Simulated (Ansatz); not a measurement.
# C3H9BO (SMILES CBOCC): a relaxed scan of the bond length C5–H12

Aim: the energy along the bond length C5–H12, from CCSD(T) and from cheaper methods, relative to the minimum. At each value the rest of the molecule is relaxed at PBE0-D4 with the distance held.

Program: Ansatz 0.2.0, Gaussian basis. Level of theory: single points in def2-TZVPP. These are calculated values, not measurements.

Levels: PBE-D4, r2SCAN-D4, PBE0-D4, B3LYP-D4, wB97M-V, Hartree-Fock, MP2, CCSD, CCSD(T). The scan takes 0.896, 0.942, 1.009, 1.088, 1.176, 1.270, 1.370, 1.475, 1.584 Å.

Correlated methods freeze the cores. B3LYP uses VWN-RPA correlation.

10 further runs of the same task are left out: 10 set aside as unsound or not needed.

## (1) Where the work starts

The minimum, relaxed at PBE0-D4: SMILES `CBOCC`, 14 atoms, charge 0, spin multiplicity 1.

Atoms are counted from 1 here; the program's logs count them from 0.

Bond lengths: C1–B2 1.561 Å, C1–H6 1.096 Å, C1–H7 1.096 Å, C1–H8 1.091 Å, B2–O3 1.347 Å, B2–H9 1.208 Å, O3–C4 1.418 Å, C4–C5 1.509 Å, C4–H10 1.096 Å, C4–H11 1.094 Å, C5–H12 1.093 Å, C5–H13 1.092 Å, C5–H14 1.092 Å. Angles: B2–C1–H6 110.2°, B2–C1–H7 110.2°, B2–C1–H8 113.4°, H6–C1–H7 105.4°, H6–C1–H8 108.7°, H7–C1–H8 108.7°, C1–B2–O3 119.7°, C1–B2–H9 121.9°, O3–B2–H9 118.4°, B2–O3–C4 122.3°, O3–C4–C5 110.3°, O3–C4–H10 109.7°, O3–C4–H11 107.2°, C5–C4–H10 111.0°, C5–C4–H11 110.5°, H10–C4–H11 108.1°, C4–C5–H12 110.2°, C4–C5–H13 110.6° and more.

Coordinates:

```xyz
14

C    -1.7315   -1.1331    1.4775
B    -0.3641   -0.8471    0.7814
O    -0.3382   -0.1897   -0.3944
C     0.8736    0.1142   -1.0657
C     1.0963    1.6066   -1.0965
H    -1.7428   -0.6972    2.4828
H    -1.8611   -2.2109    1.6269
H    -2.5891   -0.7514    0.9206
H     0.6852   -1.1998    1.2659
H     1.7074   -0.3964   -0.5712
H     0.7875   -0.2810   -2.0821
H     1.9996    1.8424   -1.6642
H     0.2510    2.1122   -1.5673
H     1.2133    2.0020   -0.0850
```

Energies of the minimum (eV), from earlier single points: PBE-D4 -5976.96142, r2SCAN-D4 -5981.34697, PBE0-D4 -5977.79920, B3LYP-D4 -5985.73671, wB97M-V -5981.85381, CCSD(T) -5972.30385.

At the minimum the bond length C5–H12 is 1.093 Å.

## (2) C5–H12 = 0.896 Å

The input, relax/in.yaml:

```yaml
crystal:
  periodic: [false, false, false]
  atoms:
    - {symbol: C, position_ang: [-1.731485, -1.133069, 1.477503]}
    - {symbol: B, position_ang: [-0.364118, -0.847104, 0.781420]}
    - {symbol: O, position_ang: [-0.338185, -0.189727, -0.394416]}
    - {symbol: C, position_ang: [0.873618, 0.114187, -1.065655]}
    - {symbol: C, position_ang: [1.096269, 1.606567, -1.096484]}
    - {symbol: H, position_ang: [-1.742794, -0.697204, 2.482797]}
    - {symbol: H, position_ang: [-1.861121, -2.210864, 1.626863]}
    - {symbol: H, position_ang: [-2.589096, -0.751399, 0.920642]}
    - {symbol: H, position_ang: [0.685239, -1.199823, 1.265912]}
    - {symbol: H, position_ang: [1.707404, -0.396394, -0.571229]}
    - {symbol: H, position_ang: [0.787516, -0.281030, -2.082053]}
    - {symbol: H, position_ang: [1.837010, 1.799978, -1.562006]}
    - {symbol: H, position_ang: [0.251049, 2.112216, -1.567329]}
    - {symbol: H, position_ang: [1.213348, 2.002024, -0.085013]}
basis:
  gaussian: {orbitals: def2-TZVP}
hamiltonian: {xc: pbe0, dispersion: d4}
relax: {f_tol: 0.005, max_steps: 200, constraints: [{distance: [4, 11]}]}
```

No record of the launch command was kept for these runs.

After this run come: C5–H12 = 0.942 Å; C5–H12 = 1.009 Å; C5–H12 = 1.088 Å; C5–H12 = 1.176 Å; C5–H12 = 1.270 Å; C5–H12 = 1.370 Å; C5–H12 = 1.475 Å; C5–H12 = 1.584 Å.

Before running it: what results should come out? Wanted: highest point, CCSD(T); lowest point, CCSD(T); minimum along the scan, CCSD(T); RMS deviation from CCSD(T); largest T1 diagnostic.

As calculated:

| quantity | value |
| --- | --- |
| highest point, CCSD(T) | 39.0 kcal/mol at 1.584 Å |
| lowest point, CCSD(T) | 0.0 kcal/mol at 1.093 Å |
| minimum along the scan, CCSD(T) | 1.091 Å |
| curvature there | 33.1 eV/Å² |
| RMS deviation from CCSD(T) | PBE-D4 1.3, r2SCAN-D4 0.1, PBE0-D4 0.4, B3LYP-D4 0.3, wB97M-V 0.7, Hartree-Fock 2.5, MP2 1.2, CCSD 0.5 kcal/mol |
| largest T1 diagnostic | 0.014 |

**Reading.** A polynomial through the near points puts the CCSD(T) minimum 0.002 Å below the PBE0-D4 value. The well is lopsided: squeezing costs more than stretching by the same length. Curvature against CCSD(T): PBE-D4 -5 %, Hartree-Fock +8 %. Best along the scan: r2SCAN-D4. Worst: Hartree-Fock.
